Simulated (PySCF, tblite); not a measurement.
# B₂₂N₂₂H₁₈: electronic excitations, NMR shifts, part 1 of 2

Wanted: electronic excitations, NMR shifts for B₂₂N₂₂H₁₈.

Programs: tblite 0.8.0 and PySCF 2.14.0, with routines of our own; each step states its level. All values are computed. Atoms count from 0.

### 1 The starting structure

62 atoms, charge 0, multiplicity 1; geometry from: force field, distance geometry or constructed start.

### 2 Optimising the geometry with GFN2-xTB

The job: settings as JSON, then the geometry in Å.

```
{"job": {"kind": "relax", "xc": "GFN2-xTB", "basis": "xTB"}, "charge": 0, "multiplicity": 1}
N     -2.506600     0.716900    -0.001600
B     -3.770400     1.446300    -0.006900
N     -5.017700     0.716400     0.001000
B     -5.023600    -0.726900    -0.006200
N     -3.768200    -1.457500     0.003400
B     -2.514800    -0.731800    -0.002600
N      6.278800    -1.454600    -0.003300
B      5.026300    -0.728600     0.001500
N      3.769900    -1.458400    -0.000400
B      3.764400    -2.907100     0.001600
N      5.020800    -3.632500    -0.002100
B      6.276200    -2.908300    -0.000000
N      1.252300     2.894400     0.005000
B      0.002200     3.618100    -0.002700
N     -1.257900     2.898800     0.000200
B     -1.257600     1.444300     0.006300
N      0.000400     0.720600     0.000900
B      1.254600     1.440300    -0.001000
N      2.510900     0.720500     0.002500
B      0.002800    -0.730400     0.002700
N      1.253400    -1.452500     0.001500
B      2.510600    -0.729800    -0.000200
N     -6.275300    -1.451700     0.006600
B     -6.282900    -2.910600    -0.001500
N     -5.022400    -3.628700     0.000900
B     -3.773300    -2.907200     0.002500
N      5.023600     0.721000    -0.000700
B      3.766600     1.444300     0.001200
N     -1.255100    -1.455900    -0.002000
B     -1.254600    -2.905900     0.003400
N      0.003600    -3.630700    -0.001100
B      1.253800    -2.905000     0.000200
N      2.510500    -3.631200    -0.001900
B     -2.509400     3.617400     0.003700
N     -3.766000     2.895500    -0.003300
N      3.767700     2.895900    -0.002900
B      2.510700     3.618800    -0.004100
N     -2.510600    -3.628800    -0.002600
N      6.279800     2.889800    -0.000100
B      5.018100     3.622100     0.001200
B      6.278600     1.441400     0.003800
B     -5.017000     3.613100     0.003700
N     -6.273800     2.894700    -0.003600
B     -6.276100     1.443200    -0.001800
H      7.175700    -0.934600     0.002400
H      5.021000    -4.669700    -0.003400
H      7.294300    -3.491200    -0.000600
H     -0.000300     4.791300     0.002300
H     -7.177800    -0.935900     0.000200
H     -7.290000    -3.490600     0.002000
H     -5.023800    -4.678600     0.003100
H      0.006600    -4.670000    -0.000300
H      2.511100    -4.671700     0.000100
H     -2.514900     4.787100    -0.003000
H      2.512200     4.787800     0.001500
H     -2.512000    -4.668300     0.000600
H      7.186000     3.408000    -0.001900
H      5.025600     4.796300    -0.000700
H      7.292000     0.858000     0.004000
H     -5.023800     4.790700    -0.001000
H     -7.183200     3.414600     0.001500
H     -7.288000     0.858400    -0.001900
```

Command:

```console
OMP_NUM_THREADS=4 python large_run.py task.json out
```

This one command runs all jobs of the session in turn.

Standard output:

```text
step      E/eV     max force
  0   -2790.50512    1.583
  1   -2790.85331    1.067
  2   -2791.07357    0.604
  3   -2791.17226    0.539
  4   -2791.26225    0.368
  5   -2791.30262    0.304
  6   -2791.33522    0.234
  7   -2791.35301    0.182
  8   -2791.36628    0.157
  9   -2791.37484    0.141
 10   -2791.38100    0.121
 11   -2791.38577    0.095
 12   -2791.39042    0.124
 13   -2791.39489    0.112
 14   -2791.39844    0.100
 15   -2791.40093    0.086
 16   -2791.40298    0.064
 17   -2791.40487    0.072
 18   -2791.40624    0.053
 19   -2791.40696    0.029
 20   -2791.40733    0.027
 21   -2791.40762    0.027
 22   -2791.40788    0.032
 23   -2791.40807    0.025
 24   -2791.40818    0.014
```

Wall time 2.3 s (4 threads of Arm Neoverse N1, shared host); peak memory 0.14 GiB.

Relaxation path:

```
step  energy from step 0 (eV)  largest force (eV/Å)
   0                   0.0000                1.5830
   1                  -0.3482                1.0668
   2                  -0.5685                0.6040
   3                  -0.6671                0.5391
   4                  -0.7571                0.3678
   5                  -0.7975                0.3039
   6                  -0.8301                0.2341
   7                  -0.8479                0.1825
   8                  -0.8612                0.1572
   9                  -0.8697                0.1409
  10                  -0.8759                0.1202
  11                  -0.8807                0.0944
  12                  -0.8853                0.1240
  13                  -0.8898                0.1123
  14                  -0.8933                0.1004
  15                  -0.8958                0.0856
  16                  -0.8979                0.0643
  17                  -0.8998                0.0720
  18                  -0.9011                0.0538
  20                  -0.9022                0.0269
  21                  -0.9025                0.0270
  22                  -0.9028                0.0318
  23                  -0.9030                0.0245
  24                  -0.9031                0.0140
```

Close pairs (by a distance rule), those that changed most:

```
   bond  before (Å)  after (Å)  change (Å)
N38–B39       1.459      1.412      -0.047
N22–B23       1.459      1.412      -0.047
N24–H50       1.050      1.008      -0.042
 N6–B11       1.454      1.412      -0.041
N42–H60       1.048      1.008      -0.039
B23–N24       1.451      1.412      -0.038
N10–B11       1.449      1.412      -0.037
B41–N42       1.448      1.412      -0.036
```

The end geometry stands in the next job.

### 3 Electronic excitations: TDA PBE0/6-31G*

The job: settings as JSON, then the geometry in Å.

```
{"job": {"kind": "uv", "basis": "6-31G*", "grid": 1, "kgrid": 0, "vcut": 1.5, "nstates": 6, "ntriplets": 2, "tda": true, "delta": ["ip_vertical"], "pop": true, "xc": "PBE0"}, "charge": 0, "multiplicity": 1}
N     -2.497033     0.710884    -0.000225
B     -3.743999     1.426783    -0.000626
N     -5.004002     0.715932    -0.000822
B     -4.984506    -0.739240    -0.000122
N     -3.736262    -1.446160    -0.000184
B     -2.490733    -0.728362    -0.000115
N      6.182720    -1.513908     0.000263
B      4.984894    -0.739372     0.000571
N      3.736690    -1.446339     0.000368
B      3.731485    -2.885046    -0.000478
N      4.971641    -3.593744    -0.001285
B      6.215928    -2.925724    -0.000809
N      1.242938     2.866062     0.000731
B      0.000291     3.569310     0.000588
N     -1.242350     2.866075     0.000044
B     -1.247246     1.420607     0.000114
N      0.000215     0.708654     0.000464
B      1.247708     1.420573     0.000757
N      2.497464     0.710748     0.000715
B      0.000256    -0.728867     0.000396
N      1.246295    -1.442973     0.000542
B      2.491213    -0.728509     0.000549
N     -6.182340    -1.513781     0.000506
B     -6.215557    -2.925583     0.001390
N     -4.971269    -3.593562     0.001127
B     -3.731101    -2.884868     0.000583
N      5.004494     0.715776     0.001139
B      3.744493     1.426614     0.000731
N     -1.245829    -1.442864     0.000294
B     -1.243223    -2.880553     0.000237
N      0.000119    -3.573215     0.000118
B      1.243546    -2.880663     0.000020
N      2.486149    -3.573559    -0.000440
B     -2.481567     3.572336    -0.000521
N     -3.727899     2.875047    -0.000623
N      3.728453     2.874878     0.000131
B      2.482177     3.572276     0.000248
N     -2.485824    -3.573473     0.000286
N      6.166935     2.875940     0.000346
B      4.957430     3.604388    -0.000458
B      6.219910     1.461090     0.001576
B     -4.956886     3.604562    -0.000340
N     -6.166408     2.876102    -0.000835
B     -6.219394     1.461248    -0.001191
H      7.056959    -1.015915     0.000572
H      4.950352    -4.601803    -0.002155
H      7.231288    -3.517049    -0.001262
H      0.000292     4.740478     0.001210
H     -7.056558    -1.015757     0.000656
H     -7.230970    -3.516870     0.002340
H     -4.950023    -4.601598     0.001846
H     -0.000011    -4.582106    -0.000147
H      2.484046    -4.582298    -0.000891
H     -2.478810     4.743615    -0.000888
H      2.479490     4.743595    -0.000104
H     -2.483636    -4.582225     0.000532
H      7.036569     3.386554     0.000139
H      4.971392     4.777002    -0.001627
H      7.281012     0.952857     0.003180
H     -4.970921     4.777155    -0.000061
H     -7.036023     3.386767    -0.000692
H     -7.280497     0.952984    -0.002270
```

Level: TDA PBE0/6-31G*, vertical, gas phase, core orbitals frozen in the response, virtual orbitals cut by energy.

Standard output:

```text
start: PBE on a coarse grid of 54404 points
cycle   1  E = -1761.8543907647  dE =  7.999e+00  |g| = 1.689e+00  |ddm| = 9.404e+00
cycle   2  E = -1760.8410417653  dE =  1.013e+00  |g| = 2.694e+00  |ddm| = 3.769e+00
cycle   3  E = -1762.4970915930  dE = -1.656e+00  |g| = 2.366e-01  |ddm| = 2.434e+00
cycle   4  E = -1762.5100820387  dE = -1.299e-02  |g| = 9.868e-02  |ddm| = 2.869e-01
cycle   5  E = -1762.5121176197  dE = -2.036e-03  |g| = 3.374e-02  |ddm| = 9.581e-02
cycle   6  E = -1762.5123772714  dE = -2.597e-04  |g| = 1.078e-02  |ddm| = 4.001e-02
cycle   7  E = -1762.5124003182  dE = -2.305e-05  |g| = 3.509e-03  |ddm| = 1.098e-02
final grid: 241086 points
cycle   8  E = -1762.3629962009  dE = -2.779e-02  |g| = 4.190e-02  |ddm| = 7.670e-01
cycle   9  E = -1762.3633880983  dE = -3.919e-04  |g| = 2.396e-02  |ddm| = 8.025e-02
cycle  10  E = -1762.3635182413  dE = -1.301e-04  |g| = 1.041e-02  |ddm| = 2.791e-02
cycle  11  E = -1762.3635416159  dE = -2.337e-05  |g| = 2.710e-03  |ddm| = 9.188e-03
cycle  12  E = -1762.3635394936  dE =  2.122e-06  |g| = 8.401e-04  |ddm| = 3.091e-03
cycle  13  E = -1762.3635461562  dE = -6.663e-06  |g| = 3.167e-04  |ddm| = 9.041e-04
cycle  14  E = -1762.3635440590  dE =  2.097e-06  |g| = 5.245e-05  |ddm| = 3.131e-04
converged SCF energy = -1762.3635440590
Vertical ionisation energy (delta-SCF) = 7.8367 eV   <S^2> = 0.760

Static polarisability (au): isotropic 368.331, principal 154.034 423.266 527.692

Singlet excitations
state   eV       nm        f      main configurations
  1   5.9561    208.2   0.06072   H->L 0.79, H-1->L+1 0.11
  2   5.9634    207.9   0.02128   H-1->L 0.71, H->L+1 0.19
  3   6.1752    200.8   0.24217   H->L+1 0.52, H-1->L 0.21, H-1->L+2 0.10
  4   6.1886    200.3   0.14288   H-1->L+1 0.61, H-2->L 0.12, H->L 0.11
  5   6.3502    195.2   0.00258   H->L+1 0.17, H-6->L 0.17, H-1->L+2 0.14
  6   6.3660    194.8   0.00054   H-3->L 0.33, H-1->L+4 0.15, H->L+2 0.15

Triplet excitations (Tamm-Dancoff, eV): 5.7511 5.7816
```

It took 7.3 min on 4 threads of Arm Neoverse N1, shared host; peak memory 3.4 GiB.

The orbitals next to the gap, with their largest atomic shares:

```
orbital     eV                         atoms
 HOMO−4  -7.61    N8 14 %, N4 14 %, N20 11 %
 HOMO−3  -7.42   N18 10 %, N0 10 %, N16 10 %
 HOMO−2  -7.25  N16 10 %, N10 10 %, N24 10 %
 HOMO−1  -6.80     N10 9 %, N24 9 %, N28 9 %
   HOMO  -6.70  N30 19 %, N37 15 %, N32 15 %
   LUMO  -0.15  B13 19 %, B36 15 %, B33 15 %
 LUMO+1   0.08  B41 13 %, B39 13 %, B40 13 %
 LUMO+2   0.52      B13 15 %, B3 8 %, B7 8 %
 LUMO+3   0.66   B19 20 %, B21 10 %, B5 10 %
```

With each of the 6 states as a Gaussian band of 0.4 eV half-width at 1/e, the curve within the window shown has maxima at 202 nm (ε 18,000) L/(mol cm). Beyond the last state computed it falls off for lack of states. The curve at chosen wavelengths:

```json
{"nm": "186", "ε (L/mol/cm)": "3781"}
{"nm": "188", "ε (L/mol/cm)": "5668"}
{"nm": "190", "ε (L/mol/cm)": "7943"}
{"nm": "191", "ε (L/mol/cm)": "9180"}
{"nm": "193", "ε (L/mol/cm)": "11720"}
{"nm": "195", "ε (L/mol/cm)": "14129"}
{"nm": "197", "ε (L/mol/cm)": "16144"}
{"nm": "199", "ε (L/mol/cm)": "17544"}
{"nm": "200", "ε (L/mol/cm)": "17967"}
{"nm": "202", "ε (L/mol/cm)": "18220"}
{"nm": "204", "ε (L/mol/cm)": "17713"}
{"nm": "206", "ε (L/mol/cm)": "16554"}
{"nm": "208", "ε (L/mol/cm)": "14912"}
{"nm": "209", "ε (L/mol/cm)": "13970"}
{"nm": "211", "ε (L/mol/cm)": "11965"}
{"nm": "213", "ε (L/mol/cm)": "9937"}
{"nm": "215", "ε (L/mol/cm)": "8018"}
{"nm": "217", "ε (L/mol/cm)": "6299"}
{"nm": "218", "ε (L/mol/cm)": "5531"}
{"nm": "220", "ε (L/mol/cm)": "4188"}
{"nm": "222", "ε (L/mol/cm)": "3100"}
{"nm": "224", "ε (L/mol/cm)": "2247"}
{"nm": "226", "ε (L/mol/cm)": "1596"}
{"nm": "227", "ε (L/mol/cm)": "1336"}
{"nm": "229", "ε (L/mol/cm)": "923"}
{"nm": "231", "ε (L/mol/cm)": "627"}
```

Leading natural transition orbitals of singlet state 3: the hole lies on N30 14 %; N32, N37 about 11 % each; N6, N22 about 8 % each; the particle on 6 B atoms about 7 % each.

Leading natural transition orbitals of singlet state 1: the hole lies on N30, N32, N37 about 10 % each; N6, N22 about 8 % each; the particle on B13, B33, B36 about 11 % each; B40, B43 about 9 % each; B39, B41 about 6 % each.

Ground-state properties from the same run:

```
           property  computed
  dipole moment (D)      5.08
polarisability (Å³)     54.58
 HOMO–LUMO gap (eV)      6.56
      −ε(HOMO) (eV)      6.70
```

Orbitals, density, ELF and potential are computed afterwards from the orbital file.

Frontier orbitals at PBE0/6-31G*, with the share of their density that lies nearest to each atom:

```
orbital  energy (eV)                                                     lies on
   HOMO        -6.70  N30 17 %; N32, N37 about 14 % each; N6, N22 about 7 % each
   LUMO        -0.15     B13, B33, B36 about 13 % each; 4 B atoms about 7 % each
```

ELF in a plane through or near 62 of the atoms.

Ten even steps from ' ' (0.00) to '@' (1.00):
```
                                                        
                                                        
          ..@@@@  ::@@==  %%@@  ==@@::  @@@@..          
          ..@@@@::##@@@@  @@@@..%%@@##..@@@@::          
      ----  %%@@..++@@##  @@@@..**@@++..@@##  ----      
      @@@@####==##%%%%%%##..--######%%##..**##@@@@      
      ::##..##++--**--##..****==##--**..++##--##::      
    ::======--..====..--==::::==--..====..--======::    
    @@@@@@--@@##--**++%%::%%%%==##++**::%%%%--@@@@@@    
    ##@@@@::##++--**::**::****::**--**::++##::@@@@##    
      ..**::--::----------::::----------..--::**..      
      @@@@--%%==++%%..%%--++**==%%::%%====%%==@@@@      
        ==++**::####..****----****..##**::++++==        
    --%%**##==++==::++--**++++**--++::==++==**##%%--    
    @@@@@@--%%==++%%++%%--++**==%%==%%++--%%--@@@@@@    
    ++@@@@..**@@..--@@++  %%%%  ++@@==..@@**..@@@@++    
      ::..  %%@@  ==@@**  @@@@  ++@@==  @@##  ..::      
            ..::    --    ::::    --    ::..            
                                                        
                                                        
```
The map spans 19.8 Å across and 14.8 Å up, centred on the molecule. Atoms in the plane (x, y in Å): N0 (2.5, 0.7), B1 (3.7, 1.4), N2 (5.0, 0.7), B3 (5.0, -0.7), N4 (3.7, -1.4), B5 (2.5, -0.7), N6 (-6.2, -1.5), B7 (-5.0, -0.7), N8 (-3.7, -1.4), B9 (-3.7, -2.9), N10 (-5.0, -3.6), B11 (-6.2, -2.9), N12 (-1.2, 2.9), B13 (0.0, 3.6), N14 (1.2, 2.9), B15 (1.2, 1.4), N16 (0.0, 0.7), B17 (-1.2, 1.4), N18 (-2.5, 0.7), B19 (0.0, -0.7), N20 (-1.2, -1.4), B21 (-2.5, -0.7), N22 (6.2, -1.5), B23 (6.2, -2.9), N24 (5.0, -3.6), B25 (3.7, -2.9), N26 (-5.0, 0.7), B27 (-3.7, 1.4), N28 (1.2, -1.4), B29 (1.2, -2.9), N30 (0.0, -3.6), B31 (-1.2, -2.9), N32 (-2.5, -3.6), B33 (2.5, 3.6), N34 (3.7, 2.9), N35 (-3.7, 2.9), B36 (-2.5, 3.6), N37 (2.5, -3.6), N38 (-6.2, 2.9), B39 (-5.0, 3.6), B40 (-6.2, 1.5), B41 (5.0, 3.6), N42 (6.2, 2.9), B43 (6.2, 1.5), H44 (-7.1, -1.0), H45 (-5.0, -4.6), H46 (-7.2, -3.5), H47 (0.0, 4.7), H48 (7.1, -1.0), H49 (7.2, -3.5), H50 (5.0, -4.6), H51 (0.0, -4.6), H52 (-2.5, -4.6), H53 (2.5, 4.7), H54 (-2.5, 4.7), H55 (2.5, -4.6), H56 (-7.0, 3.4), H57 (-5.0, 4.8), H58 (-7.3, 1.0), H59 (5.0, 4.8), H60 (7.0, 3.4), H61 (7.3, 1.0).

On the surface of density 0.002 e/bohr³ the electrostatic potential runs, from the 1st to the 99th percentile, from -0.69 to 2.05 V.

(Continued in part 2 of 2.)
